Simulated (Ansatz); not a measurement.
# C₉H₁₇GeNSi: one species, many methods

One table from this session's results is given with a row withheld; the runs are named, their logs left out.

Program: Ansatz 0.2.0, Gaussian basis. Level of theory: functionals in def2-TZVPP, the program's frozen cores in correlated methods. These are calculated values, not measurements.

Plan: LDA (SPW92), PBE-D4, revPBE-D4, BLYP-D4, r2SCAN-D4, B97M-V, PBE0-D4, B3LYP-D4, r2SCANh-D4, r2SCAN0-D4, HSE06-D4, BHLYP-D4, CAM-B3LYP-D4, LC-ωPBE, ωB97X-V, ωB97M-V, B2PLYP, PBE-QIDH; CCSD(T)/def2-SVP; CCSD(T)/def2-TZVPP; MP2/def2-QZVPP; extrapolation to the limit; RPA on PBE.

### Structure used throughout

An earlier PBE0-D4 in a triple-zeta def2 set relaxation fixed the geometry.

SMILES `C[Si](C)(C)[N]([GeH3])c1ccccc1`, 29 atoms, charge 0, spin multiplicity 1.

Atoms are counted from 1 here; the program's logs count them from 0.

Bond lengths: C1–Si2 1.873 Å, C1–H13 1.093 Å, C1–H14 1.094 Å, C1–H15 1.092 Å, Si2–C3 1.868 Å, Si2–C4 1.873 Å, Si2–N5 1.752 Å, C3–H16 1.094 Å, C3–H17 1.093 Å, C3–H18 1.091 Å, C4–H19 1.094 Å, C4–H20 1.094 Å, C4–H21 1.093 Å, N5–Ge6 1.853 Å, N5–C7 1.405 Å, Ge6–H22 1.535 Å, Ge6–H23 1.542 Å, Ge6–H24 1.538 Å and more. Angles: Si2–C1–H13 111.5°, Si2–C1–H14 109.2°, Si2–C1–H15 112.8°, H13–C1–H14 107.6°, H13–C1–H15 108.2°, H14–C1–H15 107.2°, C1–Si2–C3 109.1°, C1–Si2–C4 108.2°, C1–Si2–N5 107.6°, C3–Si2–C4 110.5°, C3–Si2–N5 109.2°, C4–Si2–N5 112.2°, Si2–C3–H16 109.7°, Si2–C3–H17 110.6°, Si2–C3–H18 112.6°, H16–C3–H17 108.0°, H16–C3–H18 108.0°, H17–C3–H18 107.8° and more.

The first run:

Contents of in.yaml:

```yaml
crystal:
  periodic: [false, false, false]
  atoms:
    - {symbol: C, position_ang: [-1.637745, 1.754852, 2.015788]}
    - {symbol: Si, position_ang: [-0.123423, 0.917265, 1.298887]}
    - {symbol: C, position_ang: [0.239598, -0.631470, 2.277958]}
    - {symbol: C, position_ang: [1.313871, 2.113782, 1.408785]}
    - {symbol: N, position_ang: [-0.495224, 0.478876, -0.356464]}
    - {symbol: Ge, position_ang: [-1.708237, 1.450927, -1.364357]}
    - {symbol: C, position_ang: [0.091578, -0.636152, -0.977122]}
    - {symbol: C, position_ang: [-0.676460, -1.530339, -1.727040]}
    - {symbol: C, position_ang: [-0.097772, -2.628453, -2.341119]}
    - {symbol: C, position_ang: [1.260386, -2.874681, -2.209628]}
    - {symbol: C, position_ang: [2.033470, -1.996663, -1.464575]}
    - {symbol: C, position_ang: [1.461468, -0.887030, -0.865699]}
    - {symbol: H, position_ang: [-2.526269, 1.124782, 1.923674]}
    - {symbol: H, position_ang: [-1.474055, 1.942828, 3.081031]}
    - {symbol: H, position_ang: [-1.851130, 2.717764, 1.546288]}
    - {symbol: H, position_ang: [0.385586, -0.375801, 3.331449]}
    - {symbol: H, position_ang: [-0.596126, -1.332732, 2.212572]}
    - {symbol: H, position_ang: [1.135409, -1.148078, 1.929989]}
    - {symbol: H, position_ang: [1.458069, 2.448738, 2.440354]}
    - {symbol: H, position_ang: [1.127524, 2.998647, 0.793941]}
    - {symbol: H, position_ang: [2.252021, 1.666659, 1.071835]}
    - {symbol: H, position_ang: [-1.306482, 1.291430, -2.836764]}
    - {symbol: H, position_ang: [-3.154134, 0.954972, -1.158590]}
    - {symbol: H, position_ang: [-1.619858, 2.920434, -0.920187]}
    - {symbol: H, position_ang: [-1.747001, -1.371443, -1.809974]}
    - {symbol: H, position_ang: [-0.719707, -3.304865, -2.916993]}
    - {symbol: H, position_ang: [1.711488, -3.737302, -2.684975]}
    - {symbol: H, position_ang: [3.099468, -2.166554, -1.359981]}
    - {symbol: H, position_ang: [2.084187, -0.188694, -0.318788]}
basis:
  gaussian: {orbitals: def2-TZVPP}
hamiltonian: {xc: lda}
output: {orbitals: {seedname: orbitals}}
```

Steps of the session up to this table: LDA; PBE-D4 (GGA); revPBE-D4 (GGA); BLYP-D4 (GGA); r2SCAN-D4 (meta-GGA); B97M-V (meta-GGA); PBE0-D4 (hybrid); B3LYP-D4 (hybrid); r2SCANh-D4 (hybrid); r2SCAN0-D4 (hybrid); HSE06-D4 (hybrid); BHLYP-D4 (hybrid); CAM-B3LYP-D4 (range-separated); LC-ωPBE (range-separated); ωB97X-V (range-separated); ωB97M-V (range-separated); B2PLYP (double hybrid); PBE-QIDH (double hybrid).

One table of the session follows, with a row left open; its other results are not shown here.

It belongs to the step «Orbital energies across the functionals». 

| functional | HOMO (eV) | gap (eV) |
| --- | --- | --- |
| LDA (SPW92) | -5.22 | 3.88 |
| PBE-D4 | -5.05 | 3.96 |
| revPBE-D4 | -4.99 | 3.99 |
| BLYP-D4 | -4.90 | 3.96 |
| r2SCAN-D4 | -5.24 | 4.32 |
| B97M-V | -5.30 | 4.42 |
| PBE0-D4 | ? | ? |
| B3LYP-D4 | -5.89 | 5.50 |
| r2SCANh-D4 | -5.63 | 5.04 |
| r2SCAN0-D4 | -6.22 | 6.11 |
| HSE06-D4 | -5.71 | 5.13 |
| BHLYP-D4 | -6.97 | 7.77 |
| CAM-B3LYP-D4 | -7.29 | 8.16 |
| LC-ωPBE | -8.53 | 10.42 |
| ωB97X-V | -8.22 | 10.08 |
| ωB97M-V | -8.17 | 9.91 |

**Question.** Estimate the row for PBE0-D4.

As computed: HOMO (eV): -6.09; gap (eV): 5.89. In the column «HOMO (eV)» it lies between r2SCAN0-D4 (-6.22) and B3LYP-D4 (-5.89).
